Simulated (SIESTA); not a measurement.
The system is Ta3AsAu2O13.

```
Ta As Au O
1.0
     5.24237    3.02668    4.14273
    -5.24237    3.02668    4.14273
     0.00000   -6.05337    4.14273
Ta As Au O
3 1 2 13
Direct
  0.23108 0.57229 0.23108
  0.23108 0.23108 0.57229
  0.57229 0.23108 0.23108
  0.55878 0.55878 0.55878
  0.96559 0.96559 0.96559
  0.75105 0.75105 0.75105
  0.40884 0.66762 0.40884
  0.40884 0.40884 0.66762
  0.66762 0.40884 0.40884
  0.49726 0.01313 0.36024
  0.36024 0.49726 0.01313
  0.01313 0.36024 0.49726
  0.36024 0.01313 0.49726
  0.01313 0.49726 0.36024
  0.49726 0.36024 0.01313
  0.10963 0.74806 0.10963
  0.10963 0.10963 0.74806
  0.74806 0.10963 0.10963
  0.30840 0.30840 0.30840
```

The cell was built by a generator and needn't be a form met in nature.

| Item | Value |
| --- | --- |
| Program | SIESTA 5.4.2 |
| Task | relaxation of cell and atoms |
| Functional | LDA |
| Potentials or basis | PseudoDojo 0.4 standard (LDA files) |
| Basis | DZP (energy shift 0.003 Ry; two zetas on semicore shells) |
| Grid cutoff | 800 Ry |
| Energy shift | 0.003 Ry |
| k mesh | 3 × 3 × 3 |
| Occupations | fermi-dirac, width 0.05 eV |
| Spin | no spin polarisation |

At the start: pressure -4.0 GPa; volume 20.76 Å³/atom.

How do energy, volume and symmetry change on relaxing?

Over 19 steps the energy falls by 20.5 meV/atom and the volume is 19.21 Å³/atom (-7.5 %); space group R3m (No. 160, to 0.05 Å).

Step by step:
```csv
step,energy change (eV),largest force (eV/Å),pressure (GPa),volume (Å³)
1,0.0000,0.5759,-3.96,394.40
2,-0.1889,0.4489,-1.28,384.98
3,-0.2425,0.3565,-0.83,381.57
4,-0.3131,0.2182,-0.52,376.70
5,-0.3541,0.1832,-0.12,370.86
6,-0.3572,0.1724,-0.10,370.66
7,-0.3612,0.1474,-0.11,370.11
8,-0.3655,0.1223,-0.02,368.83
9,-0.3668,0.1113,-0.03,368.76
10,-0.3716,0.0803,-0.01,368.06
11,-0.3740,0.0649,-0.02,367.79
12,-0.3786,0.0575,-0.02,367.01
13,-0.3815,0.0553,0.00,366.37
14,-0.3828,0.0467,-0.01,366.22
15,-0.3847,0.0326,-0.02,365.96
16,-0.3864,0.0263,0.00,365.54
17,-0.3876,0.0234,0.00,365.22
18,-0.3882,0.0227,0.00,365.09
19,-0.3890,0.0213,0.00,364.90
```

Final structure:
```yaml
crystal:
  lattice:
    - [5.14854, 2.97251, 3.97385]
    - [-5.14854, 2.97251, 3.97385]
    - [0.00000, -5.94502, 3.97384]
  atoms:
    - { symbol: Ta, position: [0.22809, 0.57161, 0.22809] }
    - { symbol: Ta, position: [0.22809, 0.22809, 0.57161] }
    - { symbol: Ta, position: [0.57161, 0.22809, 0.22809] }
    - { symbol: As, position: [0.56445, 0.56445, 0.56445] }
    - { symbol: Au, position: [0.97884, 0.97884, 0.97884] }
    - { symbol: Au, position: [0.76212, 0.76212, 0.76212] }
    - { symbol: O, position: [0.40977, 0.67313, 0.40977] }
    - { symbol: O, position: [0.40977, 0.40977, 0.67313] }
    - { symbol: O, position: [0.67313, 0.40977, 0.40977] }
    - { symbol: O, position: [0.49360, 0.00683, 0.35607] }
    - { symbol: O, position: [0.35607, 0.49360, 0.00683] }
    - { symbol: O, position: [0.00683, 0.35607, 0.49360] }
    - { symbol: O, position: [0.35607, 0.00683, 0.49360] }
    - { symbol: O, position: [0.00683, 0.49360, 0.35607] }
    - { symbol: O, position: [0.49360, 0.35607, 0.00683] }
    - { symbol: O, position: [0.10705, 0.75284, 0.10705] }
    - { symbol: O, position: [0.10705, 0.10705, 0.75284] }
    - { symbol: O, position: [0.75284, 0.10705, 0.10705] }
    - { symbol: O, position: [0.30661, 0.30661, 0.30661] }
```

Caveat: short orbitals over semicore shells can move pressures by several GPa; the basis of atomic orbitals isn't converged, which shifts pressures, moduli and gaps.
